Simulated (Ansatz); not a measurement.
Cu2BrCl:

```
Br Cu Cl
1.0
     1.85551    1.07128    6.04751
    -1.85551    1.07128    6.04751
     0.00000   -2.14256    6.04751
Br Cu Cl
1 2 1
Direct
  0.00000 0.00000 0.00000
  0.75160 0.75160 0.75160
  0.24840 0.24840 0.24840
  0.50000 0.50000 0.50000
```

The cell comes from a database or a generator and needn't be the stable form of this composition.

Base run:

- Program: Ansatz 0.2.0
- Functional: PBE
- Potentials or basis: Ansatz PAW
- Cutoff: 420 eV (not typed: the program's choice for these potentials)
- k mesh: 8 × 8 × 8
- Occupations: fermi-dirac, width 0.05 eV
- Spin: no spin polarisation
- Hubbard terms: Cu d U = 3 eV

Its results: band gap on the k mesh 1.00 eV, direct; pressure 2.0 GPa; largest force 0.121 eV/Å.

The run is repeated on the same cell with these changes: hubbard terms from Cu d U = 3 eV to Cu d U = 5 eV. What comes out?

Band gap on the k mesh 1.43 eV, direct; pressure 2.5 GPa; largest force 0.127 eV/Å.

Caveats: the density of states is complete only up to the lowest level of the last band computed.

A k mesh can miss the band edges.
